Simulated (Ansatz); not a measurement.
# SbS4: the cost of one run

Method: DFT PBE, scalar-relativistic, plane waves, PAW, in Ansatz 0.2.0.

1 further run of the same task is left out (set aside as unsound or not needed).

## 1. The system as given

The structure is cubic, space group Im-3m (No. 229). Conventional cell: a = 6.181 Å, b = 6.181 Å, c = 6.181 Å, α = 90.00°, β = 90.00°, γ = 90.00°. Sb (site symmetry m-3m) is surrounded by 8 S at 2.68 Å. S (site symmetry -3m) is surrounded by 2 Sb at 2.68 Å.

As a file:

```
Sb S
1.0
    -3.09043    3.09043    3.09043
     3.09043   -3.09043    3.09043
     3.09043    3.09043   -3.09043
Sb S
1 4
Direct
  0.00000 0.00000 0.00000
  0.50000 0.50000 0.50000
  0.00000 0.00000 0.50000
  0.00000 0.50000 0.00000
  0.50000 0.00000 0.00000
```

The cell was relaxed beforehand at this level, from a generated guess; it is a trial structure. At a tolerance of 0.05 Å it has space group Im-3m (No. 229); it has 23.61 Å³/atom, an uncorrected energy of +0.78 eV/atom over the elements.

## 2. Bands, states and charges

Input file input.yaml:

```yaml
crystal:
  lattice:
    - [-3.0904270626, 3.0904270626, 3.0904270626]
    - [3.0904270626, -3.0904270626, 3.0904270626]
    - [3.0904270626, 3.0904270626, -3.0904270626]
  atoms:
    - { symbol: Sb, position: [0.0, 0.0, 0.0] }
    - { symbol: S, position: [0.5, 0.5, 0.5] }
    - { symbol: S, position: [0.0, 0.0, 0.5] }
    - { symbol: S, position: [0.0, 0.5, 0.0] }
    - { symbol: S, position: [0.5, 0.0, 0.0] }
basis:
  ecutwfc: 420
kpoints:
  mp_grid: { grid: [8, 8, 8] }
  band_path:
    path:
      - [[0.0, 0.0, 0.0], [0.5, -0.5, 0.5], [0.0, 0.0, 0.5], [0.0, 0.0, 0.0], [0.25, 0.25, 0.25], [0.5, -0.5, 0.5]]
      - [[0.25, 0.25, 0.25], [0.0, 0.0, 0.5]]
    npoints: 14
hamiltonian:
  xc: pbe
scf:
  occupations: { method: gaussian, width: 0.1 }
  n_extra_bands: 12
output:
  forces: true
  stress: true
  eigenvalues: true
  populations: true
  dos: { projected: true, de: 0.02, nscf_kmesh: { grid: [10, 10, 10] } }
  bader: true
```

Command:

```console
$ ansatz run input.yaml --threads 1 --pin off --max-ram 2048MiB --backend cpu --events-out ev --progress --plain --runs-dir out
```

What time and memory should one allow on 1 thread of Arm Neoverse N1, shared host?

About 62 s, with a peak of 0.44 GiB.
